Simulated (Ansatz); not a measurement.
Relaxation of a periodic cell of 17 atoms, Si (host Si, host structure diamond, interstitial Si), to a largest force component of 0.03 eV/Å in at most 60 steps.

The calculation used Ansatz 0.2.0, DFT PBE, scalar-relativistic, plane waves, PAW. Settings: PAW set soft_1, cutoff 420 eV, k mesh 2x2x2, gaussian smearing 0.02 eV, no spin polarisation.

```xyz
17
Lattice="0.0000 5.4300 5.4300 5.4300 0.0000 5.4300 5.4300 5.4300 0.0000" Properties=species:S:1:pos:R:3
Si 0.000 0.000 0.000
Si 1.357 1.357 1.357
Si 2.715 2.715 0.000
Si 4.072 4.072 1.357
Si 2.715 0.000 2.715
Si 4.072 1.357 4.072
Si 5.430 2.715 2.715
Si 6.787 4.072 4.072
Si 0.000 2.715 2.715
Si 1.357 4.072 4.072
Si 2.715 5.430 2.715
Si 4.072 6.787 4.072
Si 2.715 2.715 5.430
Si 4.072 4.072 6.787
Si 5.430 5.430 5.430
Si 6.787 6.787 6.787
Si 7.412 7.445 8.808
```

Q: Where does it end, and by what steps?

A: The forces met the threshold. Limits of this set-up: coarse k mesh. After 10 steps the energy has fallen by 1.005 eV; Si14 moved furthest, 0.49 Å.

| step | energy less start (eV) | largest force component (eV/Å) | accepted |
| --- | --- | --- | --- |
| 0 | 0.0000 | 2.562 | yes |
| 1 | -0.7254 | 1.132 | yes |
| 2 | -0.9668 | 0.273 | yes |
| 3 | -0.9846 | 0.047 | yes |
| 4 | -0.9867 | 0.043 | yes |
| 5 | -0.9866 | 0.142 | no |
| 6 | -0.9928 | 0.076 | yes |
| 7 | -1.0020 | 0.088 | yes |
| 8 | -0.9975 | 0.161 | no |
| 9 | -1.0044 | 0.044 | yes |
| 10 | -1.0053 | 0.025 | yes |

```xyz
17
Lattice="0.0000 5.4300 5.4300 5.4300 0.0000 5.4300 5.4300 5.4300 0.0000" Properties=species:S:1:pos:R:3
Si 0.131 0.132 -0.132
Si 1.414 1.415 1.341
Si 2.776 2.776 0.040
Si 4.203 4.206 1.225
Si 2.648 0.061 2.779
Si 4.085 1.412 4.017
Si 5.383 2.775 2.653
Si 6.681 4.232 4.171
Si 0.060 2.651 2.777
Si 1.412 4.087 4.016
Si 2.775 5.387 2.654
Si 4.232 6.686 4.172
Si 2.645 2.646 5.369
Si 3.786 3.788 7.068
Si 5.176 5.179 5.673
Si 6.677 6.683 6.626
Si 7.629 7.631 8.658
```

Whether the end is a true minimum wasn't checked by a vibrational analysis.

Run time: 71 s on 1 thread of Arm Neoverse V2 (shared host), peak memory 0.53 GiB.
